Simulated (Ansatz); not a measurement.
# Zr3ScN4: a trial structure relaxed

Where does this trial cell of Zr3ScN4 go when cell and atoms are let free?

Program: Ansatz 0.2.0. Level of theory: DFT PBE, scalar-relativistic, plane waves, PAW. These are calculated values, not measurements.

2 further runs of the same task are left out: 1 that didn't finish, 1 set aside as unsound or not needed.

## 1. Starting point

Symmetry: I-43m, No. 217, cubic system. Conventional cell: a = 6.043 Å, b = 6.043 Å, c = 6.043 Å, α = 90.00°, β = 90.00°, γ = 90.00°. Around Zr (site symmetry -42m) lie 4 N at 2.47 Å. Around Sc (site symmetry -43m) lie 4 N at 1.84 Å. Around N (site symmetry 3m) lie 1 Sc at 1.84 Å and 3 Zr at 2.47 Å.

Structure file:

```
CELL_PARAMETERS angstrom
-3.02146 3.02146 3.02146
3.02146 -3.02146 3.02146
3.02146 3.02146 -3.02146
ATOMIC_POSITIONS crystal
Zr 0.50000 0.00000 0.50000
Zr 0.00000 0.50000 0.50000
Zr 0.50000 0.50000 0.00000
Sc 0.00000 0.00000 0.00000
N 0.64876 0.64876 0.64876
N 0.00000 0.35124 0.00000
N 0.35124 0.00000 0.00000
N 0.00000 0.00000 0.35124
```

The cell is invented: species swapped into a database cell of K3SbS4 (I-43m, No. 217), with Zr on the K sites, Sc on the Sb sites and N on the S sites. Lengths come from tabulated atomic sizes and are only a guess.

## 2. Probe: one point on a coarse mesh

The input, input.yaml:

```yaml
crystal:
  lattice:
    - [-3.02146235, 3.02146235, 3.02146235]
    - [3.02146235, -3.02146235, 3.02146235]
    - [3.02146235, 3.02146235, -3.02146235]
  atoms:
    - { symbol: Zr, position: [0.5, 0.0, 0.5] }
    - { symbol: Zr, position: [0.0, 0.5, 0.5] }
    - { symbol: Zr, position: [0.5, 0.5, 0.0] }
    - { symbol: Sc, position: [0.0, 0.0, 0.0] }
    - { symbol: "N", position: [0.64875919, 0.64875919, 0.64875919] }
    - { symbol: "N", position: [0.0, 0.35124081, 0.0] }
    - { symbol: "N", position: [0.35124081, 0.0, 0.0] }
    - { symbol: "N", position: [0.0, 0.0, 0.35124081] }
basis:
  ecutwfc: 420
kpoints:
  mp_grid: { grid: [4, 4, 4] }
hamiltonian:
  xc: pbe
scf:
  occupations: { method: gaussian, width: 0.1 }
  lower_state_search: "off"
output:
  forces: true
  stress: true
  eigenvalues: true
```

Command:

```console
> ansatz run input.yaml --threads 1 --pin off --max-ram 2048MiB --backend cpu --events-out ev --progress --plain --runs-dir out
```

The session goes on with these runs: coarse relaxation; spin check on a coarse mesh; relaxation on the finer mesh.

What does the calculation give? Wanted: conventional cell; volume; energy over the elements; gap on the mesh.

The runs gave:

```
                                                              quantity                                                                      value
                                symmetry at the end (tolerance 0.05 Å)                                                space group I-43m (No. 217)
                                                     conventional cell  a = 5.717 Å, b = 5.717 Å, c = 5.717 Å, α = 90.00°, β = 90.00°, γ = 90.00°
                                                                volume                                                              11.68 Å³/atom
energy over the elements (uncorrected; H, N, O, F and Cl as molecules)                                                              -0.88 eV/atom
                                                       gap on the mesh                                                               none (metal)
```

What this shows: The space group I-43m (No. 217) is kept, and the volume per atom shrinks by 15.3 % from the first guess. A negative formation energy is needed for stability but isn't enough; other structures and compounds were not set against it here. No finished test with a distortion of lower symmetry is shown, so the end may be a saddle point. A spin-polarised run here lost its starting moments, which speaks against magnetism, though one start doesn't rule it out. Other magnetic orders were not searched.
